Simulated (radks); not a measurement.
# The first electron to leave Cr

The task here is to estimate one member of a computed series from the others.

The numbers are computed with radks (a radial shooting solver on a logarithmic mesh, Libxc functionals) version 1 (Dirac Kohn-Sham, BLYP, spin-unpolarised, spherical densities, finite nucleus), except any that are marked as measured or tabulated.

5 further runs of the same task are left out: 5 set aside as unsound or not needed.

## The system

```
element            : chromium (Z = 24)
charge             : 0
electrons          : 24
configuration      : [Ar] 3d(3/2: 4, 5/2: 0) 4s2
nuclear rms radius : 3.6452 fm
```

A shell typed twice in an input gives the lower j, then the higher j.

Set-up of the first run:

Settings of this run:

```text
Z 24
configuration [Ar] 3d4 3d0 4s2
relativity Dirac
functional b88,lyp
spin unpolarised
j_filling energy
nucleus finite rms 3.6452 fm
c 137.035999084
```

Among the steps run: The parent, Cr.

One table of the session follows, with a row left open; its other results are not shown here.

It belongs to the step «The parent, Cr». Radial moments (bohr):

| level | <r> | outermost maximum (interpolated) | 90 % within | nodes |
| --- | --- | --- | --- | --- |
| 2p1/2 | 0.2579 | 0.196 | 0.424 | 0 |
| 2p3/2 | 0.2608 | 0.198 | 0.428 | 0 |
| 3s1/2 | 0.8972 | 0.775 | 1.34 | 2 |
| 3p1/2 | 0.9511 | 0.790 | 1.47 | 1 |
| 3p3/2 | ? | ? | ? | ? |
| 3d3/2 | 1.323 | 0.817 | 2.35 | 0 |
| 3d5/2 | 1.329 | 0.820 | 2.36 | 0 |
| 4s1/2 | 3.213 | 2.60 | 4.91 | 3 |

**Question.** Estimate the row for 3p3/2.

**Answer.** <r>: 0.9600; outermost maximum (interpolated): 0.797; 90 % within: 1.48; nodes: 1. In the column «<r>» it lies between 3p1/2 (0.9511) and 3d3/2 (1.323).

Limits of these values: Spin polarisation and multiplet splitting are left out, so open shells lie too high by an amount that depends on their filling.
